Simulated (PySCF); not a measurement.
# C3H6Te: the cost of one run

Programs: PySCF 2.14.0, with routines of our own; each step states its level. All values are computed. Atoms count from 0.

## 1. The system as given

10 atoms, charge 0, multiplicity 1; geometry from: GFN2-xTB.

## 2. Geometry optimisation at PBE0-D3(BJ)/def2-SVP

What the job is given:

```
{"job": {"xc": "PBE0", "basis": "def2-SVP", "d3": "d3bj", "grid": 1, "maxiter": 30, "shake": 0.01, "kind": "geom"}, "charge": 0, "multiplicity": 1}
Te     2.340820    -0.353860     0.591120
C      0.184930    -0.168720     0.740960
C     -0.601460     0.827750    -0.063060
C     -0.678800    -0.631850    -0.349480
H      2.272360    -0.004960    -1.034320
H     -0.127100    -0.332910     1.758850
H     -1.400980     1.336640     0.415670
H     -0.035560     1.446250    -0.774940
H     -0.269800    -1.001990    -1.237710
H     -1.633990    -1.137290    -0.068160
```

Launch:

```console
OMP_NUM_THREADS=1 python heavy_run.py task.json out
```

The driver reads the jobs from task.json and runs them one after another.

Q: Estimate the wall time and peak memory of this first job on 1 thread of AMD EPYC 9R14, shared host.

About 18 s, with a peak of 0.42 GiB.
